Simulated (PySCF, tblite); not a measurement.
# C₇H₉F₃O: geometry, infrared bands and NMR shifts

Aim: predict the infrared bands and NMR shifts of C₇H₉F₃O (`FC(F)O[C@@H]1CC[C@]12C[C@@H]2F`).

Computed with tblite 0.8.0 and PySCF 2.14.0, with density-fitted response routines of our own, on a single molecule in the gas phase. Atoms count from 0, in the outputs and in this text.

### Step 1. The molecule as given

20 atoms, charge 0, multiplicity 1; geometry from: force field or distance geometry start.

Bonds of the start (Å): F0–C1 1.37, C1–F2 1.36, C1–O3 1.41, O3–C4 1.42, C4–C5 1.54, C5–C6 1.53, C6–C7 1.48, C7–C8 1.51, C8–C9 1.50, C9–F10 1.39, C7–C4 1.49, C9–C7 1.49, C1–H11 1.09, C4–H12 1.10, C5–H13 1.10, C5–H14 1.10, C6–H15 1.08, C6–H16 1.10, C8–H17 1.08, C8–H18 1.09, C9–H19 1.07.

### Step 2. Optimising the geometry with GFN2-xTB

What the job is given:

```
{"job": {"kind": "relax", "xc": "GFN2-xTB", "basis": "xTB"}, "charge": 0, "multiplicity": 1}
F      2.374800    -2.799400     0.601800
C      1.862600    -1.761900    -0.131000
F      2.921900    -1.184600    -0.748600
O      1.318100    -0.827700     0.780000
C      0.772800     0.352000     0.199200
C      0.407100     1.477100     1.185700
C     -0.847500     1.760800     0.352300
C     -0.674600     0.377000    -0.133800
C     -1.660900    -0.749800     0.027400
C     -1.330200    -0.222500    -1.333300
F     -0.553500    -1.030700    -2.149600
H      1.135000    -2.144900    -0.841500
H      1.395400     0.724400    -0.621700
H      0.213300     1.128300     2.205900
H      1.122400     2.314300     1.241800
H     -0.721400     2.528200    -0.400900
H     -1.743400     1.985300     0.943200
H     -1.299100    -1.735000     0.292300
H     -2.646600    -0.512000     0.430800
H     -2.051500     0.331600    -1.903100
```

Run with:

```sh
$ OMP_NUM_THREADS=1 python probes_run.py task.json out
```

One launch serves the whole session: the jobs run in the order shown.

**Question.** This job is followed by: GFN2-xTB harmonic vibrations, gas phase; GIAO PBE0/pcSseg-1 NMR shielding, non-relativistic, gas phase. What will the session give for the following? strongest single infrared mode (GFN2-xTB); zero-point energy (GFN2-xTB); ¹³C shifts against TMS (PBE0/pcSseg-1); ¹H shifts against TMS (PBE0/pcSseg-1); ¹⁹F shifts against CFCl3 (PBE0/pcSseg-1); ¹⁷O shifts against H2O (PBE0/pcSseg-1); surface potential, 1st and 99th percentile.

**Answer**, as computed:

| quantity | value |
| --- | --- |
| strongest single infrared mode (GFN2-xTB) | 1154 cm⁻¹, 273 km/mol |
| zero-point energy (GFN2-xTB) | 94.3 kcal/mol |
| ¹³C shifts against TMS (PBE0/pcSseg-1) | 127.2, 78.3, 78.0, 30.1, 26.2, 23.8, 19.2 ppm |
| ¹H shifts against TMS (PBE0/pcSseg-1) | 6.05, 4.71, 4.37, 2.65, 2.64, 1.96, 1.91, 1.90, 0.62 ppm |
| ¹⁹F shifts against CFCl3 (PBE0/pcSseg-1) | -92.3, -96.7, -236.9 ppm |
| ¹⁷O shifts against H2O (PBE0/pcSseg-1) | 135.0 ppm |
| surface potential, 1st and 99th percentile | -1.07 V and 1.17 V |

**Reading.** The optimisation took 146 steps and gained 0.351 eV; among the close pairs (by a distance rule), C1–O3 changed most, from 1.414 to 1.344 Å. All 54 modes are real, so the xTB geometry is a minimum. The strongest single mode, at 1154 cm⁻¹, is spread over several atoms, O3, C1, H19 among them. GFN2-xTB is a fitted tight-binding method: band positions and strengths are rough. Its intensities can rank the bands wrongly. The most deshielded hydrogen is H11 (hydrogen on an sp3 CH bonded to 2 F and O), at 6.05 ppm: its carbon carries F and O, which withdraws density. At PBE0/pcSseg-1: The largest span, 201 ppm, is at F0, where the paramagnetic term is -210 ppm.
